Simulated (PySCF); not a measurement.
# CH4BF2OP: the cost of one run

The runs use PySCF 2.14.0, with density-fitted response routines of our own; the level of theory stands in each step. All values are computed, except where a source is named. Atoms count from 0, in the outputs and in this text.

## (1) The starting structure

10 atoms, charge 0, multiplicity 1; geometry from: PBE0-D3(BJ)/def2-SVP.

Bonds of the start (Å): F0–C1 1.33, C1–F2 1.34, C1–O3 1.36, O3–B4 1.36, B4–P5 1.91, C1–H6 1.10, B4–H7 1.21, P5–H8 1.42, P5–H9 1.42.

## (2) NMR shieldings: PBE0/6-31G*

What the job is given:

```
{"job": {"kind": "nmr", "xc": "PBE0", "basis": "6-31G*", "pop": true}, "charge": 0, "multiplicity": 1}
F     -2.534879    -0.518845     0.529530
C     -1.360272     0.033601     0.841407
F     -1.221661     1.139831     0.091132
O     -0.378844    -0.875944     0.598923
B      0.688183    -0.839296    -0.250413
P      1.189843     0.558133    -1.453698
H     -1.360159     0.320502     1.905981
H      1.306081    -1.876317    -0.298876
H      1.128316     1.702277    -0.614764
H      2.592607     0.335707    -1.366290
```

Method: GIAO PBE0/6-31G* NMR shielding, non-relativistic, gas phase.

Command:

```sh
> OMP_NUM_THREADS=1 python probes_run.py task.json out
```

The driver reads the jobs from task.json and runs them one after another.

**Question.** How long does this first job take on 1 thread of Arm Neoverse V2, shared host, and how much memory does it need?

About 7.3 s, with a peak of 0.52 GiB.
